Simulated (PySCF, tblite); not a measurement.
# CH₉FO₂Si₃, a small molecule taken as a stand-in for a surface group: NMR shifts, core binding energies and electronic excitations, part 2 of 2

tblite 0.8.0 and PySCF 2.14.0. Atoms count from 0, parts from 1. Earlier steps stand in the parts before.

### 5 X-ray photoelectron lines: SCAN, X2C

Job settings and geometry (Å):

```
{"job": {"kind": "xps", "holes": 5}, "charge": 0, "multiplicity": 1}
Si    -0.055632    -0.172920     0.963771
C     -0.287065     0.856861     2.468801
O     -1.265345     0.076831    -0.116811
Si    -1.978837    -0.412537    -1.534741
O      1.398092     0.120697     0.263053
Si     2.263109    -0.042525    -1.147098
F     -0.084521    -1.744760     1.357237
H      0.530294     0.679110     3.183125
H     -1.239853     0.611870     2.960600
H     -0.294381     1.925091     2.207763
H     -3.059850     0.556083    -1.868119
H     -2.554486    -1.780319    -1.384556
H     -0.964069    -0.423612    -2.632352
H      1.949324    -1.346894    -1.803552
H      3.713428     0.018085    -0.815199
H      1.916989     1.068118    -2.082389
```

Level: delta-SCF UKS SCAN, pcX-2 on the ionised atom, pcseg-1 elsewhere, spin-free X2C.

What it wrote:

```text
ground state, core basis on atom 0 (Si), 197 functions
  cycle   1  E = -1164.09300849  |g| = 1.11e+00
  cycle   2  E = -1163.57101490  |g| = 1.99e+00
  cycle   3  E = -1164.31036049  |g| = 2.10e-01
  cycle   4  E = -1164.31945464  |g| = 8.03e-02
  cycle   5  E = -1164.32050723  |g| = 2.80e-02
  cycle   6  E = -1164.32064720  |g| = 6.20e-03
  cycle   7  E = -1164.32065497  |g| = 1.72e-03
  cycle   8  E = -1164.32065584  |g| = 3.88e-04
  E(ground) = -1164.38082454 Eh
hole in Si 2p of atom 0
  cycle   1  E = -1159.99967148  |g| = 1.25e+00
  cycle   2  E = -1159.80683709  |g| = 1.22e+00
  cycle   3  E = -1160.25537929  |g| = 3.90e-01
  cycle   4  E = -1160.31235466  |g| = 1.26e-01
  cycle   5  E = -1160.31678206  |g| = 4.53e-02
  cycle   6  E = -1160.31771760  |g| = 8.92e-03
  cycle   7  E = -1160.31773905  |g| = 6.14e-03
  cycle   8  E = -1160.31775666  |g| = 2.27e-03
  cycle   9  E = -1160.31775784  |g| = 5.30e-04
  cycle  10  E = -1160.31775800  |g| = 1.46e-04
  E(ion) = -1160.38879888 Eh   <S^2> = 0.7513   hole on atom = 1.003   binding energy = 108.629 eV
  2p3/2 = 108.472 eV   2p1/2 = 109.101 eV
ground state, core basis on atom 1 (C), 186 functions
  cycle   1  E = -1164.20069682  |g| = 6.79e-02
  cycle   2  E = -1164.20053140  |g| = 5.08e-02
  cycle   3  E = -1164.20088516  |g| = 2.70e-02
  cycle   4  E = -1164.20100377  |g| = 6.29e-03
  cycle   5  E = -1164.20101302  |g| = 1.03e-03
  cycle   6  E = -1164.20101279  |g| = 3.98e-04
  E(ground) = -1164.30157512 Eh
hole in C 1s of atom 1
  cycle   1  E = -1152.96045395  |g| = 1.50e+00
  cycle   2  E = -1152.51470047  |g| = 1.66e+00
  cycle   3  E = -1153.48452071  |g| = 3.19e-01
  cycle   4  E = -1153.50839430  |g| = 1.98e-01
  cycle   5  E = -1153.52128544  |g| = 3.54e-02
  cycle   6  E = -1153.52165481  |g| = 5.30e-03
  cycle   7  E = -1153.52165725  |g| = 6.74e-03
  cycle   8  E = -1153.52167529  |g| = 1.55e-03
  cycle   9  E = -1153.52167394  |g| = 5.92e-04
  cycle  10  E = -1153.52167694  |g| = 3.18e-04
  E(ion) = -1153.62089855 Eh   <S^2> = 0.7663   hole on atom = 1.000   binding energy = 290.636 eV
ground state, core basis on atom 2 (O), 186 functions
  cycle   1  E = -1164.23629802  |g| = 1.10e-01
  cycle   2  E = -1164.23422934  |g| = 1.27e-01
  cycle   3  E = -1164.23662150  |g| = 4.97e-02
  cycle   4  E = -1164.23702396  |g| = 7.75e-03
  cycle   5  E = -1164.23703864  |g| = 1.73e-03
  cycle   6  E = -1164.23704122  |g| = 4.34e-04
  E(ground) = -1164.33513932 Eh
hole in O 1s of atom 2
  cycle   1  E = -1143.62787291  |g| = 2.23e+00
  cycle   2  E = -1143.15342475  |g| = 2.21e+00
  cycle   3  E = -1144.39522254  |g| = 4.49e-01
  cycle   4  E = -1144.42216360  |g| = 3.24e-01
  cycle   5  E = -1144.45916524  |g| = 6.64e-02
  cycle   6  E = -1144.46049932  |g| = 2.80e-02
  cycle   7  E = -1144.46082791  |g| = 7.94e-03
  cycle   8  E = -1144.46084203  |g| = 4.00e-03
  cycle   9  E = -1144.46085174  |g| = 8.17e-04
  cycle  10  E = -1144.46085351  |g| = 2.33e-04
  E(ion) = -1144.55905122 Eh   <S^2> = 0.7618   hole on atom = 1.000   binding energy = 538.135 eV
ground state, core basis on atom 4 (O), 186 functions
  cycle   1  E = -1164.23451803  |g| = 1.61e-01
  cycle   2  E = -1164.22513713  |g| = 2.62e-01
  cycle   3  E = -1164.23755471  |g| = 3.31e-02
  cycle   4  E = -1164.23771501  |g| = 1.54e-02
  cycle   5  E = -1164.23775537  |g| = 2.91e-03
  cycle   6  E = -1164.23775833  |g| = 5.47e-04
  cycle   7  E = -1164.23775672  |g| = 2.04e-04
  E(ground) = -1164.33503714 Eh
hole in O 1s of atom 4
  cycle   1  E = -1143.63102956  |g| = 2.23e+00
  cycle   2  E = -1143.16439171  |g| = 2.21e+00
  cycle   3  E = -1144.39977115  |g| = 4.42e-01
  cycle   4  E = -1144.42747492  |g| = 3.09e-01
  cycle   5  E = -1144.46108777  |g| = 6.47e-02
  cycle   6  E = -1144.46235951  |g| = 2.68e-02
  cycle   7  E = -1144.46265928  |g| = 7.79e-03
  cycle   8  E = -1144.46267739  |g| = 3.95e-03
  cycle   9  E = -1144.46268375  |g| = 8.35e-04
  cycle  10  E = -1144.46268403  |g| = 2.39e-04
  E(ion) = -1144.56017307 Eh   <S^2> = 0.7619   hole on atom = 1.000   binding energy = 538.101 eV
ground state, core basis on atom 6 (F), 186 functions
  cycle   1  E = -1164.24297819  |g| = 1.73e-01
  cycle   2  E = -1164.23505847  |g| = 2.49e-01
  cycle   3  E = -1164.24557486  |g| = 4.58e-02
  cycle   4  E = -1164.24594322  |g| = 9.16e-03
  cycle   5  E = -1164.24596207  |g| = 2.85e-03
  cycle   6  E = -1164.24596279  |g| = 4.87e-04
  E(ground) = -1164.34984061 Eh
hole in F 1s of atom 6
  cycle   1  E = -1137.91058851  |g| = 2.58e+00
  cycle   2  E = -1137.88685540  |g| = 2.11e+00
  cycle   3  E = -1138.76290296  |g| = 3.54e-01
  cycle   4  E = -1138.76521294  |g| = 3.14e-01
  cycle   5  E = -1138.80319210  |g| = 4.35e-02
  cycle   6  E = -1138.80373367  |g| = 2.12e-02
  cycle   7  E = -1138.80397122  |g| = 3.51e-03
  cycle   8  E = -1138.80397333  |g| = 2.28e-03
  cycle   9  E = -1138.80397905  |g| = 1.00e-03
  cycle  10  E = -1138.80398065  |g| = 2.43e-04
  E(ion) = -1138.91443908 Eh   <S^2> = 0.7567   hole on atom = 1.000   binding energy = 692.133 eV
```

Run time: 1.7 min. Hardware: 1 thread of Arm Neoverse N1, shared host; peak memory 0.79 GiB.

The holes in one table. −ε is the ground-state orbital energy:

```csv
hole,stands for,environment,ΔSCF (eV; 2p as the shell's mean),−ε (eV),⟨S²⟩
Si2p on Si0,Si0,"silicon bonded to C, F, 2 O",108.68,97.7,0.751
C1s on C1,C1,"carbon bonded to Si, 3 H",290.64,273.5,0.766
O1s on O2,O2,oxygen bonded to 2 Si,538.13,516.8,0.762
O1s on O4,O4,oxygen bonded to 2 Si,538.10,516.7,0.762
F1s on F6,F6,fluorine bonded to Si,692.13,666.2,0.757
```

With the spin-orbit splitting: Si0 2p3/2 108.47, 2p1/2 109.10 eV. The table gives each 2p level as the mean over the whole 2p shell (two parts 2p3/2, one part 2p1/2), which differs a little from the single hole in the log.

### 6 TDDFT and polarisability: CAM-B3LYP/def2-SVPD

Same as in step 5 but for these lines:

```diff
@@ -1,2 +1,2 @@
-{"job": {"kind": "xps", "holes": 5}, "charge": 0, "multiplicity": 1}
+{"job": {"kind": "uv", "xc": "CAM-B3LYP", "basis": "def2-SVPD", "nstates": 6, "ntriplets": 2, "ip": true}, "charge": 0, "multiplicity": 1}
 Si    -0.055632    -0.172920     0.963771
```

Level: TDDFT CAM-B3LYP/def2-SVPD, vertical, gas phase, core orbitals frozen in the response.

What it wrote:

```text
coarse grid: 14800 points
cycle   1  E = -1161.6196708947  dE =  4.462e-01  |g| = 1.053e+00  |ddm| = 6.431e+00
cycle   2  E = -1161.4917623782  dE =  1.279e-01  |g| = 1.370e+00  |ddm| = 3.419e+00
cycle   3  E = -1161.8235802491  dE = -3.318e-01  |g| = 8.373e-02  |ddm| = 1.465e+00
cycle   4  E = -1161.8247837360  dE = -1.203e-03  |g| = 4.695e-02  |ddm| = 2.077e-01
cycle   5  E = -1161.8251766652  dE = -3.929e-04  |g| = 1.112e-02  |ddm| = 5.985e-02
cycle   6  E = -1161.8251971340  dE = -2.047e-05  |g| = 2.665e-03  |ddm| = 2.447e-02
cycle   7  E = -1161.8251987206  dE = -1.587e-06  |g| = 4.410e-04  |ddm| = 5.592e-03
final grid: 129360 points
cycle   8  E = -1161.9887736825  dE = -1.371e-05  |g| = 2.808e-03  |ddm| = 5.054e-02
cycle   9  E = -1161.9887735402  dE =  1.423e-07  |g| = 3.095e-03  |ddm| = 7.879e-03
cycle  10  E = -1161.9887754272  dE = -1.887e-06  |g| = 2.918e-04  |ddm| = 3.369e-03
cycle  11  E = -1161.9887754416  dE = -1.440e-08  |g| = 1.042e-04  |ddm| = 4.417e-04
cycle  12  E = -1161.9887754439  dE = -2.356e-09  |g| = 2.098e-05  |ddm| = 2.270e-04
cycle  13  E = -1161.9887754440  dE = -7.367e-11  |g| = 1.031e-05  |ddm| = 3.782e-05
converged SCF energy = -1161.9887754440

Static polarisability (au): isotropic 92.427, principal 83.225 96.770 97.284

Singlet excitations
state   eV       nm        f      main configurations
  1   7.6080    163.0   0.00211   H->L 0.76, H-3->L+2 0.08
  2   7.7654    159.7   0.00349   H-1->L 0.64
  3   7.8483    158.0   0.00186   H-2->L 0.55, H-2->L+2 0.11
  4   7.9779    155.4   0.01109   H-3->L 0.39, H->L+2 0.26
  5   8.6683    143.0   0.07974   H->L+1 0.69, H-3->L+2 0.10
  6   8.7718    141.3   0.05627   H-1->L+1 0.48, H-1->L+2 0.10

Triplet excitations (Tamm-Dancoff, eV): 7.2368 7.3571
Vertical ionisation energy (delta-SCF) = 11.0252 eV
```

Run time: 8.7 min. Hardware: 1 thread of Arm Neoverse N1, shared host; peak memory 1.3 GiB.

The orbitals next to the gap, with their largest atomic shares:

| orbital | eV | atoms |
| --- | --- | --- |
| HOMO−3 | -10.92 | Si5 15 %, O4 13 %, Si3 12 % |
| HOMO−2 | -10.65 | O2 24 %, Si3 22 %, H11 16 % |
| HOMO−1 | -10.51 | O4 27 %, Si5 21 %, H13 18 % |
| HOMO | -10.28 | O2 22 %, O4 20 %, Si3 12 % |
| LUMO | 0.57 | Si0 18 %, Si3 15 %, Si5 13 % |
| LUMO+1 | 1.18 | Si3 27 %, Si5 27 %, H12 8 % |
| LUMO+2 | 1.33 | Si3 26 %, Si5 20 %, H10 8 % |

With each of the 6 states as a Gaussian band of 0.4 eV half-width at 1/e, the curve within the window shown has maxima at 143 nm (ε 5,400) L/(mol cm). Beyond the last state computed it falls off for lack of states. The curve at chosen wavelengths:

```tsv
nm	ε (L/mol/cm)
137	2466
139	3935
140	4589
142	5376
143	5425
145	4863
147	3752
148	3150
150	2101
151	1705
153	1181
155	924
156	852
158	748
159	700
161	593
163	472
164	410
166	295
167	244
169	159
171	98
172	75
174	43
175	31
177	16
```

Ground-state properties from the same run:

| property | computed |
| --- | --- |
| dipole moment (D) | 1.33 |
| polarisability (Å³) | 13.70 |
| HOMO–LUMO gap (eV) | 10.85 |
| −ε(HOMO) (eV) | 10.28 |

### 7 Results

The summary covers parts 1 to 2.

| quantity | value |
| --- | --- |
| point group | C1 |
| rotational constants (main isotopes) | 1.42, 1.18, 0.79 GHz |
| 13C shifts against TMS (PBE0/pcSseg-1) | -5.4 ppm |
| 1H shifts against TMS (PBE0/pcSseg-1) | 5.25, 5.21, 5.16, 5.09, 4.97, 4.96, 0.19, 0.17, 0.16 ppm |
| 29Si shifts against TMS (PBE0/pcSseg-1) | -37.6, -38.6, -47.2 ppm |
| 17O shifts against H2O (PBE0/pcSseg-1) | 51.4, 50.4 ppm |
| 19F shifts against CFCl3 (PBE0/pcSseg-1) | -135.5 ppm |
| O1s binding energies, SCAN/pcX-2 | O2 538.13, O4 538.10 eV |
| Si2p binding energies, SCAN/pcX-2 (standing for 1 of 3 atoms) | Si0 108.68 eV |
| C1s binding energies, SCAN/pcX-2 | C1 290.64 eV |
| F1s binding energies, SCAN/pcX-2 | F6 692.13 eV |
| lowest singlet (CAM-B3LYP/def2-SVPD) | 7.61 eV (163 nm), f = 0.002 |
| brightest single state of those computed | state 5, 8.67 eV, f = 0.080 |
| lowest triplet | 7.24 eV |
| vertical ionisation energy (ΔSCF) | 11.03 eV |

What this shows: The optimisation took 12 steps and gained 0.396 eV; among the close pairs (by a distance rule), O2–Si3 changed most, from 1.603 to 1.661 Å (PBE0/def2-SVP). No frequency check was run at this level, so the end point may be a saddle. The O1s levels computed lie within 0.03 eV of one another, too close to rank. The first singlet state (HOMO→LUMO 0.76, HOMO−3→LUMO+2 0.08) lies at 7.61 eV and is weak; of the 6 states computed, the strongest absorption comes from state 5 at 8.67 eV (the last state computed is bright too, and its partners may lie past the list). The lowest triplet lies 0.37 eV below the lowest singlet (triplets in Tamm-Dancoff, singlets in full TDDFT). The orbital energy would give 10.28 eV for ionisation, ΔSCF gives 11.03 eV. A capped cluster stands for the solid here, so long-range fields and strain are missing, and bands or shifts of the capping hydrogens have no counterpart in it.
